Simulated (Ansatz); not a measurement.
# Bi: the cost of one run

Program: Ansatz 0.2.0. Level of theory: DFT LDA, scalar-relativistic. These are calculated values, not measurements.

## (1) The starting structure

Symmetry: R-3m, No. 166, trigonal system. The conventional cell has a = 4.546 Å, b = 4.546 Å, c = 11.862 Å, α = 90.00°, β = 90.00°, γ = 120.00°. Around Bi (site symmetry 3m) lie 6 Bi at 3.07 to 3.53 Å.

Structure file:

```cif
data_structure
_symmetry_space_group_name_H-M 'P 1'
_symmetry_Int_Tables_number 1
_cell_length_a 4.7458
_cell_length_b 4.7458
_cell_length_c 4.7458
_cell_angle_alpha 57.233
_cell_angle_beta 57.233
_cell_angle_gamma 57.233
_cell_volume 70.77
loop_
_atom_site_label
_atom_site_type_symbol
_atom_site_fract_x
_atom_site_fract_y
_atom_site_fract_z
_atom_site_occupancy
Bi1 Bi 0.23389 0.23389 0.23389 1
Bi2 Bi 0.76611 0.76611 0.76611 1
```

Atoms are numbered in the order of the input: Bi1, Bi2.

## (2) The deformed structure

Space group R-3m before, P-1 after.

## (3) LAPW, all electrons

input.yaml reads:

```yaml
crystal:
  lattice:
    - [2.2466680935, 1.2811819778, 3.9360734167]
    - [-2.2993312633, 1.3039119746, 3.9588034135]
    - [-0.0066468302, -2.6444039523, 3.9671231698]
  atoms:
    - { symbol: Bi, position: [0.23389, 0.23389, 0.23389] }
    - { symbol: Bi, position: [0.76611, 0.76611, 0.76611] }
kpoints:
  mp_grid: { grid: [11, 11, 11] }
  band_path:
    path:
      - [0.0, 0.0, 0.0]
      - [0.0, 0.0, -0.5]
      - [0.5, 0.5, 0.5]
      - [0.0, 0.0, 0.0]
      - [0.0, -0.5, 0.0]
      - [0.5, 0.0, 0.0]
      - [0.0, 0.0, 0.0]
      - [0.5, 0.0, 0.5]
      - [0.0, -0.5, -0.5]
    npoints: 5
scf:
  occupations: { method: fermi_dirac, width: 0.03 }
hamiltonian:
  xc: lda
  pseudopotentials: { kind: all_electron, lapw: { basis_error: 0.00025 } }
output:
  forces: true
  stress: true
  eigenvalues: true
```

On the command line:

```sh
> ansatz run input.yaml --threads 1 --pin off --max-ram 3072MiB --backend cpu --events-out ev --progress --plain --runs-dir out
```

**Question.** How long does this run take on 1 thread of Intel Xeon 6975P-C (Granite Rapids), shared host, and how much memory does it need?

About 2.6 min, with a peak of 2.7 GiB.
